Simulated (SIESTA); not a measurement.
Runs of SIESTA 5.4.2 on Y. The cell holds a slab with vacuum, 3 atoms: a = 3.651 Å, b = 3.651 Å, c = 20.747 Å, α = 90.00°, β = 90.00°, γ = 120.00°. The slab is cut from a database's or a generator's crystal, which needn't be the stable form of the element.

| level | U | gap on the mesh (eV) | largest force (eV/Å) | work function (eV) |
| --- | --- | --- | --- | --- |
| PBE+U | Y d U = 4 eV | none | 1.20 | (c) |
| PBE+U | Y d U = 2 eV | none | 0.48 | (b) |
| PBE+U | Y d U = 8 eV | none | 2.41 | 3.34 |
| PBE+U | Y d U = 6 eV | none | 1.79 | 3.36 |
| PBE | - | none | 0.18 | (a) |

Alike in all rows: task band structure; potentials or basis PseudoDojo 0.4 standard (PBE files), DZP (energy shift 0.003 Ry; two zetas on semicore shells); no spin polarisation; cell as given; k mesh 8 × 8 × 1; smearing fermi-dirac 0.05 eV; grid cutoff 800 Ry; energy shift 0.003 Ry.

Q: Fill in the values left out.

A: (a) 3.06; (b) 3.13; (c) 3.31.

Caveats: the basis of atomic orbitals isn't converged, which shifts pressures, moduli and gaps; U without spin polarisation on a metal has little footing (some runs); the U is typed as a test and isn't derived for this compound (some runs).

A k mesh can miss the band edges, and the runs leave out spin-orbit coupling on Y.

A gap of «none» marks a metal or a gap under the smearing width.
